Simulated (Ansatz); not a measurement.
# Cl5FH2OW: the cost of one run

Method: RKS PBE/def2-SVP, in Ansatz 0.2.0.

### 1 The system as given

Bond lengths: W1–F2 2.200 Å, W1–Cl3 2.390 Å, W1–Cl4 2.390 Å, W1–Cl5 2.390 Å, W1–Cl6 2.390 Å, W1–Cl7 2.390 Å, W1–O8 2.240 Å, Cl3–O8 1.922 Å, Cl4–O8 1.844 Å, O8–H9 1.010 Å, W1–H10 2.250 Å. Angles (14 of 36 angles, heavy atoms first): F2–W1–Cl3 90.0°, F2–W1–Cl4 90.0°, F2–W1–Cl5 90.0°, F2–W1–Cl6 90.0°, F2–W1–Cl7 180.0°, F2–W1–O8 71.6°, Cl3–W1–Cl4 90.0°, Cl3–W1–Cl5 180.0°, Cl3–W1–Cl6 90.0°, Cl3–W1–Cl7 90.0°, Cl3–W1–O8 48.9°, Cl4–W1–Cl5 90.0°, Cl4–W1–Cl6 180.0°, Cl4–W1–Cl7 90.0°.

Structure file:

```xyz
10

W     0.0000    0.0000    0.0000
F     0.0000    0.0000    2.2000
Cl    2.3900    0.0000    0.0000
Cl    0.0000    2.3900    0.0000
Cl   -2.3900    0.0000    0.0000
Cl    0.0000   -2.3900    0.0000
Cl    0.0000    0.0000   -2.3900
O     1.4721    1.5335    0.7063
H     2.2027    1.0805    1.2365
H     0.8771    0.9137    1.8599
```

### 2 Pulling towards end A

Springs on the bonds that form and break draw the guess towards this end; the thresholds are loose.

Contents of input.yaml:

```yaml
crystal:
  periodic: [false, false, false]
  atoms:
    - { symbol: W, position_ang: [0.0, 0.0, 0.0] }
    - { symbol: F, position_ang: [0.0, 0.0, 2.2] }
    - { symbol: Cl, position_ang: [2.39, 0.0, 0.0] }
    - { symbol: Cl, position_ang: [0.0, 2.39, 0.0] }
    - { symbol: Cl, position_ang: [-2.39, 0.0, 0.0] }
    - { symbol: Cl, position_ang: [0.0, -2.39, 0.0] }
    - { symbol: Cl, position_ang: [0.0, 0.0, -2.39] }
    - { symbol: O, position_ang: [1.4721, 1.5335, 0.7063] }
    - { symbol: H, position_ang: [2.2027, 1.0805, 1.2365] }
    - { symbol: H, position_ang: [0.8771, 0.9137, 1.8599] }
basis:
  gaussian: { orbitals: def2-SVP }
hamiltonian:
  xc: pbe
relax:
  f_tol: 0.15
  max_steps: 25
  restrain:
    - { distance: [0, 7], at: 3.14, k: 30.0 }
    - { distance: [9, 1], at: 2.12, k: 30.0 }
    - { distance: [0, 1], at: 1.85, k: 30.0 }
    - { distance: [9, 7], at: 1.01, k: 30.0 }
output:
  orbitals: {}
```

Launch:

```console
$ ansatz run input.yaml --threads 4 --pin off --max-ram 5120MiB --backend cpu --events-out ev --progress --plain --runs-dir out
```

Q: Estimate wall time and peak memory on 4 threads of Intel Xeon at 2.60GHz (Ice Lake), shared host.

About 44 s, with a peak of 0.32 GiB.
